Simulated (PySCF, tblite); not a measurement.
# C4H8AlNS: geometry, infrared bands and NMR shifts

What infrared bands and NMR shifts should C4H8AlNS (`N#CC[S@+]1C[CH2][AlH2-]1`) show?

Computed with tblite 0.8.0 and PySCF 2.14.0, with density-fitted response routines of our own, on a single molecule in the gas phase. Atoms are numbered from 0 throughout.

**1. The molecule as given**

15 atoms, charge 0, multiplicity 1; geometry from: force field or distance geometry start.

Bonds of the start (Å): N0–C1 1.14, C1–C2 1.44, C2–S3 1.75, S3–C4 1.74, C4–C5 1.51, C5–Al6 1.99, Al6–S3 2.17, C2–H7 1.12, C2–H8 1.13, C4–H9 1.12, C4–H10 1.11, C5–H11 1.11, C5–H12 1.12, Al6–H13 1.56, Al6–H14 1.58.

**2. Optimising the geometry with GFN2-xTB**

What the job is given:

```
{"job": {"kind": "relax", "xc": "GFN2-xTB", "basis": "xTB"}, "charge": 0, "multiplicity": 1}
N      2.601300     1.616400     1.190900
C      2.333400     0.715500     0.538400
C      2.017100    -0.443100    -0.250900
S      0.305500    -0.764700    -0.450900
C     -0.709600     0.451500    -1.180700
C     -1.830300     0.323000    -0.180600
Al    -1.022600    -0.780200     1.270200
H      2.516200    -1.358800     0.155600
H      2.443800    -0.357100    -1.290100
H     -1.045600     0.084200    -2.181800
H     -0.320300     1.486200    -1.212000
H     -2.690700    -0.208500    -0.647200
H     -2.166200     1.334300     0.174900
H     -0.722500     0.093100     2.532500
H     -1.713800    -2.183800     1.510000
```

Run with:

```bash
$ OMP_NUM_THREADS=1 python probes_run.py task.json out
```

One launch serves the whole session: the jobs run in the order shown.

**Question.** This job is followed by: GFN2-xTB harmonic vibrations, gas phase; GIAO PBE0/pcSseg-1 NMR shielding, non-relativistic, gas phase. What will the session give for the following? strongest single infrared mode (GFN2-xTB); zero-point energy (GFN2-xTB); 13C shifts against TMS (PBE0/pcSseg-1); 1H shifts against TMS (PBE0/pcSseg-1); 15N shifts against NH3 (PBE0/pcSseg-1); 33S shifts against CS2 (PBE0/pcSseg-1); 27Al shifts against AlH4- (PBE0/pcSseg-1); surface potential, 1st and 99th percentile.

The runs gave:

```
                                 quantity                                               value
strongest single infrared mode (GFN2-xTB)                                759 cm⁻¹, 403 km/mol
             zero-point energy (GFN2-xTB)                                       64.3 kcal/mol
   13C shifts against TMS (PBE0/pcSseg-1)                          118.5, 40.5, 23.7, 7.2 ppm
    1H shifts against TMS (PBE0/pcSseg-1)  4.95, 4.60, 4.39, 4.01, 3.49, 3.26, 1.55, 1.12 ppm
   15N shifts against NH3 (PBE0/pcSseg-1)                                           312.1 ppm
   33S shifts against CS2 (PBE0/pcSseg-1)                                              -9 ppm
27Al shifts against AlH4- (PBE0/pcSseg-1)                                           113.7 ppm
    surface potential, 1st and 99th percentile                                  -1.44 V and 1.83 V
```

**Reading.** The optimisation took 194 steps and gained 1.657 eV; among the close pairs (by a distance rule), S3–Al6 changed most, from 2.174 to 2.511 Å. No mode is imaginary among the 39: a minimum at this level. The strongest single mode, at 759 cm⁻¹, moves mainly H13 and H14. GFN2-xTB is a fitted tight-binding method: band positions and strengths are rough. Its intensities can rank the bands wrongly. C1 (nitrile carbon) lies farthest downfield among carbon, at 118.5 ppm; this is the usual window of a C≡N carbon, which has no attached hydrogen. At PBE0/pcSseg-1: Shielding is most anisotropic at N0 (span 500 ppm, paramagnetic term -383 ppm). At PBE0/pcSseg-1, counted by nearest atom on the grid, the HOMO lies on C5 37 %; Al6 13 %, the LUMO on S3 31 %; N0 18 %.
